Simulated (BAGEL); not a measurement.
# ROHF/6-31G(d) (density fitting with qzvpp-jkfit, spherical functions) run of GaHOF (SMILES [OH][Ga][F])

Aim: the vertical doublet–quartet gap of GaHOF at ROHF/6-31G* (density fitting with qzvpp-jkfit, spherical functions), from 2 runs. 

The calculation is run with BAGEL 1.2.2.

3 further runs of the same task are left out: 3 that didn't finish.

## 1. The structure to begin with

GaHOF: 4 atoms, total charge 0, spin state doublet. As SMILES, `[OH][Ga][F]`. The shape is that of a PBE0-D4/def2-TZVP optimisation.

Bond lengths: O1–Ga2 1.795 Å, Ga2–F3 1.759 Å, O1–H4 0.961 Å. Angles: O1–Ga2–F3 114.7°, Ga2–O1–H4 113.8°.

## 2. The energy at ROHF/6-31G(d) (density fitting with qzvpp-jkfit, spherical functions)

File hf.json:

```json
{ "bagel" : [

{
  "title" : "molecule",
  "basis" : "6-31gs.json",
  "df_basis" : "qzvpp-jkfit",
  "angstrom" : true,
  "geometry" : [
    { "atom" : "O", "xyz" : [   -0.928500,    0.061200,   -0.333300 ] },
    { "atom" : "Ga", "xyz" : [    0.802400,    0.214300,    0.117400 ] },
    { "atom" : "F", "xyz" : [    1.450100,   -1.148000,    1.023000 ] },
    { "atom" : "H", "xyz" : [   -1.268400,    0.812300,   -0.827400 ] }
  ]
},
{ "title" : "rohf", "nopen" : 1 },
{ "title" : "print", "file" : "orbitals.molden", "orbitals" : true }

]}
```

The basis set 6-31G* is read from a file made from the Basis Set Exchange's data (not shown).

Command:

```sh
$ BAGEL_NUM_THREADS=1 BAGEL hf.json > hf.out
```

Standard output:

```text
* using 1 threads per process

  ===============================================================
  ===============================================================

  *** Geometry ***

  { "atom" : "O", "xyz" : [     -1.754611,      0.115651,     -0.629846 ] },
  { "atom" : "Ga", "xyz" : [      1.516316,      0.404968,      0.221854 ] },
  { "atom" : "F", "xyz" : [      2.740292,     -2.169406,      1.933190 ] },
  { "atom" : "H", "xyz" : [     -2.396929,      1.535025,     -1.563559 ] },

  Number of auxiliary basis functions:      438

  Since a DF basis is specified, we compute 2- and 3-index integrals:
    o Being stored without compression. Storage requirement is 0.013 GB

  Number of basis functions:       62
  Number of electrons      :       49

    * METHOD: MOLECULE                             0.18

  *** Open-shell HF ***

  === Nuclear Repulsion ===
   182.3688675154

      * DIIS with orbital gradients will be used.

  === ROHF iteration (6-31gs.json) ===
      0      -2097.55965000          0.06250209           0.07
      1      -2097.69971112          0.05062392           0.07
      2      -2097.78561672          0.03705207           0.07
      3      -2097.87956463          0.00187244           0.07
      4      -2097.88044723          0.00110104           0.07
      5      -2097.88087432          0.00037883           0.07
      6      -2097.88099419          0.00012345           0.07
      7      -2097.88103132          0.00005627           0.07
      8      -2097.88103766          0.00002076           0.06
      9      -2097.88103948          0.00000649           0.07
     10      -2097.88103946          0.00000271           0.07
     11      -2097.88103962          0.00000104           0.06
     12      -2097.88103958          0.00000025           0.06
     13      -2097.88103959          0.00000012           0.07
     14      -2097.88103960          0.00000006           0.07
     15      -2097.88103960          0.00000002           0.06
     16      -2097.88103960          0.00000001           0.07
     17      -2097.88103961          0.00000000           0.07
    * SCF iteration converged.

    * S^2 (ROHF) is 0.7500

    * Permanent dipole moment:
           (   -0.144400,    -1.376003,     0.670135) a.u.

    * METHOD: ROHF                                 1.34

    * METHOD: PRINT                                0.01

  ===============================================================
```

Wall time 1.7 s (1 thread of INTEL XEON PLATINUM 8581C at 2.10GHz (Emerald Rapids), shared host); peak memory 0.089 GiB.

## 3. The quartet at the same level

File job.json:

```json
{ "bagel" : [

{
  "title" : "molecule",
  "basis" : "6-31gs.json",
  "df_basis" : "qzvpp-jkfit",
  "angstrom" : "true",
  "geometry" : [
    { "atom" : "O", "xyz" : [   -0.928500,    0.061200,   -0.333300 ] },
    { "atom" : "Ga", "xyz" : [    0.802400,    0.214300,    0.117400 ] },
    { "atom" : "F", "xyz" : [    1.450100,   -1.148000,    1.023000 ] },
    { "atom" : "H", "xyz" : [   -1.268400,    0.812300,   -0.827400 ] }
  ]
},
{
  "title" : "rohf",
  "nopen" : 3
},
{
  "title" : "print",
  "file" : "orbitals.molden",
  "orbitals" : "true"
}

]}
```

The basis set 6-31G* is read from a file made from the Basis Set Exchange's data (not shown).

Command:

```sh
$ BAGEL_NUM_THREADS=1 BAGEL job.json > job.out
```

Standard output:

```text
* using 1 threads per process

  ===============================================================
  ===============================================================

  *** Geometry ***

  { "atom" : "O", "xyz" : [     -1.754611,      0.115651,     -0.629846 ] },
  { "atom" : "Ga", "xyz" : [      1.516316,      0.404968,      0.221854 ] },
  { "atom" : "F", "xyz" : [      2.740292,     -2.169406,      1.933190 ] },
  { "atom" : "H", "xyz" : [     -2.396929,      1.535025,     -1.563559 ] },

  Number of auxiliary basis functions:      438

  Since a DF basis is specified, we compute 2- and 3-index integrals:
    o Being stored without compression. Storage requirement is 0.013 GB

  Number of basis functions:       62
  Number of electrons      :       49

    * METHOD: MOLECULE                             0.18

  *** Open-shell HF ***

  === Nuclear Repulsion ===
   182.3688675154

      * DIIS with orbital gradients will be used.

  === ROHF iteration (6-31gs.json) ===
      0      -2097.48656073          0.04481940           0.07
      1      -2097.60411207          0.03421692           0.07
      2      -2097.65475704          0.02357410           0.07
      3      -2097.69565690          0.00151185           0.07
      4      -2097.69678302          0.00076443           0.07
      5      -2097.69705300          0.00023179           0.07
      6      -2097.69710014          0.00005539           0.07
      7      -2097.69710888          0.00002453           0.07
      8      -2097.69710991          0.00000779           0.07
      9      -2097.69711006          0.00000275           0.07
     10      -2097.69711016          0.00000139           0.07
     11      -2097.69711015          0.00000039           0.07
     12      -2097.69711017          0.00000015           0.07
     13      -2097.69711017          0.00000006           0.07
     14      -2097.69711017          0.00000002           0.07
     15      -2097.69711017          0.00000001           0.07
     16      -2097.69711017          0.00000001           0.07
    * SCF iteration converged.

    * S^2 (ROHF) is 3.7500

    * Permanent dipole moment:
           (    1.904360,    -1.226766,     1.220204) a.u.

    * METHOD: ROHF                                 1.33

    * METHOD: PRINT                                0.01

  ===============================================================
```

Wall time 1.7 s (1 thread of INTEL XEON PLATINUM 8581C at 2.10GHz (Emerald Rapids), shared host); peak memory 0.089 GiB.

## 4. Results

At ROHF/6-31G* (density fitting with qzvpp-jkfit, spherical functions):

```
                                        quantity           value
                           doublet: total energy  -2097.88104 Eh
                          doublet: dipole moment          3.91 D
                                   doublet: ⟨S²⟩           0.750
                           quartet: total energy  -2097.69711 Eh
                          quartet: dipole moment          6.54 D
                                   quartet: ⟨S²⟩           3.750
vertical energy of the quartet above the doublet        5.005 eV
```

In words: At this shape the quartet lies 5.00 eV (115 kcal/mol) above the doublet.
